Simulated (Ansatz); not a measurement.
# V: the cost of one run

Method: DFT PBE+U, PAW, plane waves, scalar-relativistic; U − J = 4.3 eV on V d, in Ansatz 0.2.0.

## 1. The structure to begin with

The structure is cubic, space group Im-3m (No. 229). The conventional cell has a = 3.024 Å, b = 3.024 Å, c = 3.024 Å, α = 90.00°, β = 90.00°, γ = 90.00°. V (site symmetry m-3m) is surrounded by 8 V at 2.62 Å.

Coordinates:

```
CELL_PARAMETERS angstrom
3.02400 0.00000 0.00000
0.00000 3.02400 0.00000
0.00000 0.00000 3.02400
ATOMIC_POSITIONS crystal
V 0.00000 0.00000 0.00000
V 0.50000 0.50000 0.50000
```

Atoms are counted from 1 in the order of input.yaml (V2 and so on).

The first starts: parallel moments, plain SCF; opposed moments +-, plain SCF; no spin polarisation; spin on, no moments given (the program may seed its own), plain SCF. What is tried next depends on their ends.

“Plain SCF” means no search for lower states. Ends within 0.2 meV/atom and 0.1 μB count as one state.

The total moment includes the space between the atomic spheres.

## 2. Parallel moments, plain SCF

The input, input.yaml:

```yaml
crystal:
  lattice:
    - [3.024, 0.0, 0.0]
    - [0.0, 3.024, 0.0]
    - [0.0, 0.0, 3.024]
  atoms:
    - { symbol: V, position: [0.0, 0.0, 0.0], spin: 2.0 }
    - { symbol: V, position: [0.5, 0.5, 0.5], spin: 2.0 }
magnetization:
  spin_polarized: true
hamiltonian:
  xc: pbe
  pseudopotentials: { kind: paw }
  hubbard: { sites: [{ species: V, l: d, u_eff: 4.3 }] }
basis:
  ecutwfc: 420
kpoints:
  mp_grid: { grid: [10, 10, 10] }
scf:
  occupations: { method: fermi_dirac, width: 0.1 }
  lower_state_search: "off"
output:
  forces: true
  stress: true
```

Q: Estimate wall time and peak memory on 2 threads of an Arm CPU, shared host.

About 4.8 s, with a peak of 0.33 GiB.
